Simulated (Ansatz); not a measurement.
This script makes an equation of state with a fit of Li₂Mg, space group P-3m1 with Ansatz 0.2.0, Python API.

Script `eos_li2mg.py`:
```python
"""Equation of state of Li2Mg."""

import ansatz as az
from ase.eos import EquationOfState
from ase.units import GPa
import numpy as np

VECTORS = np.array([
    [3.111895, 0.0, 0.0],
    [-1.555947, 2.69498, 0.0],
    [0.0, 0.0, 15.150567],
])
SITES = [
    ("Li", [1 / 3, 2 / 3, 0.916252]),
    ("Li", [2 / 3, 1 / 3, 0.751515]),
    ("Li", [1 / 3, 2 / 3, 0.248485]),
    ("Li", [2 / 3, 1 / 3, 0.083748]),
    ("Mg", [1 / 3, 2 / 3, 0.586817]),
    ("Mg", [2 / 3, 1 / 3, 0.413183]),
]


def make_crystal(cell):
    crystal = az.Crystal(lattice=az.Lattice.of(cell))
    for symbol, position in SITES:
        crystal = crystal.atom(symbol, position)
    return crystal

# uniform scaling of the cell
volumes, energies = [], []
for scale in np.linspace(0.92, 1.08, 7):
    cell = VECTORS * scale ** (1 / 3)
    job = make_crystal(cell).calculation()
    job = job.basis(470, xc_grid=1).occupations(az.OccupationsMethod.FERMI_DIRAC, width=0.1)
    job = job.scf(algorithm="density_mixing")
    job = job.functional("PBEsol")
    job = job.accuracy("medium")
    job = job.kpoints(9, 9, 2)
    data = job.run(threads=1, backend="cpu").report
    volumes.append(abs(np.linalg.det(cell)) / len(SITES))
    energies.append(data["free_energy_ev"] / len(SITES))
    print(f"V = {volumes[-1]:8.4f} A^3/atom  F = {energies[-1]:.5f} eV/atom")

eos = EquationOfState(volumes, energies, eos="murnaghan")
v0, e0, bulk = eos.fit()
print(f"V0 = {v0:.4f} A^3/atom, E0 = {e0:.5f} eV/atom, B = {bulk / GPa:.1f} GPa")
```

Where does the minimum lie against the volume typed, and how stiff is the crystal?

A third-order Birch-Murnaghan fit through the 7 points has its minimum at 21.06 Å³ an atom, 0.5 % below the typed cell, with a bulk modulus of 22 GPa and dB/dP = 3.7. From that minimum the energy rises by 9.0 meV an atom on the compressed side and 9.2 meV on the expanded side.

The output:

Output of `python eos_li2mg.py`:
```text
V =  19.4826 A^3/atom  F = -772.69232 eV/atom
V =  20.0473 A^3/atom  F = -772.69778 eV/atom
V =  20.6120 A^3/atom  F = -772.70067 eV/atom
V =  21.1767 A^3/atom  F = -772.70129 eV/atom
V =  21.7414 A^3/atom  F = -772.69992 eV/atom
V =  22.3061 A^3/atom  F = -772.69679 eV/atom
V =  22.8708 A^3/atom  F = -772.69211 eV/atom
V0 = 21.0607 A^3/atom, E0 = -772.70133 eV/atom, B = 21.6 GPa
```

Reading the output:
- These settings explore the input space; cutoff and mesh may be short of convergence.
- Shape and fractional positions are held along the curve, so the bulk modulus is an upper value where they are free to relax, by a factor of two or more in layered or hydrogen-bonded cells.
- The mesh is modest for a metal, so energies can be off by several to tens of meV an atom and pressures by half a GPa or more; differences at equal mesh fare better.
- The structure comes from a database of computed cells and needn't be a stable or known phase.
- Timing: 21 s on 1 thread of Arm Neoverse V1, on a shared host, peak memory 0.44 GiB.
